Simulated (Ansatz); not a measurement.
**C₃H₈GeO: one species, many methods**

An exercise on one series of results from a longer session: the logs are not shown, and one member is left open.

Computed with Ansatz 0.2.0, Gaussian basis. Level: functionals in def2-TZVPP, the program's frozen cores in correlated methods.

The runs, in order: LDA (SPW92), PBE-D4, revPBE-D4, BLYP-D4, r2SCAN-D4, B97M-V, PBE0-D4, B3LYP-D4, r2SCANh-D4, r2SCAN0-D4, HSE06-D4, BHLYP-D4, CAM-B3LYP-D4, LC-ωPBE, ωB97X-V, ωB97M-V, B2PLYP, PBE-QIDH; CCSD(T)/def2-SVP; CCSD(T)/def2-TZVPP; MP2/def2-QZVPP; extrapolation to the limit; RPA on PBE.

**The geometry**

All runs share one geometry, relaxed beforehand with PBE0-D4 in a triple-zeta def2 set.

13 atoms, charge 0, spin multiplicity 1.

Atoms are counted from 1 here; the program's logs count them from 0.

Bond lengths: C1–C2 1.519 Å, C1–H6 1.091 Å, C1–H7 1.094 Å, C1–H8 1.091 Å, C2–Ge3 1.993 Å, C2–H9 1.100 Å, C2–H10 1.100 Å, Ge3–O4 1.790 Å, O4–C5 1.406 Å, C5–H11 1.098 Å, C5–H12 1.095 Å, C5–H13 1.095 Å. Angles: C2–C1–H6 111.4°, C2–C1–H7 111.6°, C2–C1–H8 111.3°, H6–C1–H7 107.9°, H6–C1–H8 106.5°, H7–C1–H8 107.9°, C1–C2–Ge3 118.5°, C1–C2–H9 111.3°, C1–C2–H10 111.4°, Ge3–C2–H9 105.1°, Ge3–C2–H10 105.2°, H9–C2–H10 104.2°, C2–Ge3–O4 96.0°, Ge3–O4–C5 121.7°, O4–C5–H11 112.6°, O4–C5–H12 109.7°, O4–C5–H13 109.7°, H11–C5–H12 108.3° and more.

The first run:

in.yaml

```yaml
crystal:
  periodic: [false, false, false]
  atoms:
    - {symbol: C, position_ang: [-1.863006, -0.123267, -0.164827]}
    - {symbol: C, position_ang: [-0.991749, -1.194874, -0.797684]}
    - {symbol: Ge, position_ang: [0.987072, -1.045967, -0.608168]}
    - {symbol: O, position_ang: [0.969997, 0.468591, 0.346388]}
    - {symbol: C, position_ang: [2.158608, 1.077425, 0.785176]}
    - {symbol: H, position_ang: [-1.630134, 0.865477, -0.564230]}
    - {symbol: H, position_ang: [-2.926527, -0.313740, -0.337780]}
    - {symbol: H, position_ang: [-1.703481, -0.067178, 0.913466]}
    - {symbol: H, position_ang: [-1.242677, -2.193745, -0.412269]}
    - {symbol: H, position_ang: [-1.172193, -1.270138, -1.879754]}
    - {symbol: H, position_ang: [3.055336, 0.523308, 0.477641]}
    - {symbol: H, position_ang: [2.154782, 1.147607, 1.877472]}
    - {symbol: H, position_ang: [2.224373, 2.091801, 0.379269]}
basis:
  gaussian: {orbitals: def2-TZVPP}
hamiltonian: {xc: lda}
output: {orbitals: {seedname: orbitals}}
```

Command:

```console
ansatz run in.yaml --threads 2 --pin off --events-out ev --progress --plain --max-ram 32768MiB --backend cuda --devices 0, --max-vram 18GiB
```

Steps of the session up to this table: LDA; PBE-D4 (GGA); revPBE-D4 (GGA); BLYP-D4 (GGA); r2SCAN-D4 (meta-GGA); B97M-V (meta-GGA); PBE0-D4 (hybrid); B3LYP-D4 (hybrid); r2SCANh-D4 (hybrid); r2SCAN0-D4 (hybrid); HSE06-D4 (hybrid); BHLYP-D4 (hybrid); CAM-B3LYP-D4 (range-separated); LC-ωPBE (range-separated); ωB97X-V (range-separated); ωB97M-V (range-separated); B2PLYP (double hybrid); PBE-QIDH (double hybrid).

One table of the session follows, with a row left open; its other results are not shown here.

It belongs to the step «Frontier levels by functional». 

| functional | HOMO (eV) | LUMO (eV) | gap (eV) |
| --- | --- | --- | --- |
| LDA (SPW92) | -5.27 | -2.73 | 2.54 |
| PBE-D4 | -5.12 | -2.51 | 2.61 |
| revPBE-D4 | ? | ? | ? |
| BLYP-D4 | -5.00 | -2.43 | 2.57 |
| r2SCAN-D4 | -5.36 | -2.45 | 2.91 |
| B97M-V | -5.40 | -2.40 | 3.00 |
| PBE0-D4 | -6.21 | -1.73 | 4.48 |
| B3LYP-D4 | -6.03 | -1.97 | 4.07 |
| r2SCANh-D4 | -5.76 | -2.15 | 3.61 |
| r2SCAN0-D4 | -6.37 | -1.70 | 4.67 |
| HSE06-D4 | -5.81 | -2.10 | 3.71 |
| BHLYP-D4 | -7.20 | -0.89 | 6.31 |
| CAM-B3LYP-D4 | -7.50 | -0.70 | 6.80 |
| LC-ωPBE | -8.75 | 0.46 | 9.21 |
| ωB97X-V | -8.44 | 0.34 | 8.78 |
| ωB97M-V | -8.34 | 0.21 | 8.55 |

**Question.** Estimate the row for revPBE-D4.

As computed: HOMO (eV): -5.06; LUMO (eV): -2.42; gap (eV): 2.64. In the column «HOMO (eV)» it lies between PBE-D4 (-5.12) and BLYP-D4 (-5.00).
